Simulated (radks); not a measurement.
# F in 1s1.5 2s2 2p5 3d0.5: an all-electron calculation

What are the levels of neutral fluorine, how large are its shells, and how does its energy divide?

Method: non-relativistic Kohn-Sham, MS2 meta-GGA, spin-polarised, spherical densities, point nucleus; open shells are filled with parallel spins first. Code: radks (a radial shooting solver on a logarithmic mesh, Libxc functionals) version 1.

**1. What is computed**

* element: fluorine (Z = 9)
* charge: 0
* electrons: 9
* configuration: 1s1.5 2s2 2p5 3d0.5

**2. Self-consistent calculation**

Input:

```text
Z 9
configuration 1s1.5 2s2 2p5 3d0.5
relativity non-relativistic
functional ms2,regtpss
spin polarised
nucleus point
```

What does the calculation give?

As calculated:

```
                        quantity                   value
                    total energy       -87.19434 hartree
exchange-correlation share of it                 10.54 %
                            −T/E                  0.9971
          highest occupied level        3d up, -0.458 eV
    most extended occupied level  3d up, <r> = 16.0 bohr
 radius at density 0.001 e/bohr³               2.83 bohr
    maxima of the radial density                       3
```

The radial density shows 3 maxima for 3 occupied principal shells. The ratio −T/E is 0.9971; for a non-relativistic Coulomb system it is 1 up to the kinetic part of correlation. This is not the tabulated ground configuration, so its levels and sizes aren't those of the ground state, and no measured value stands beside it.
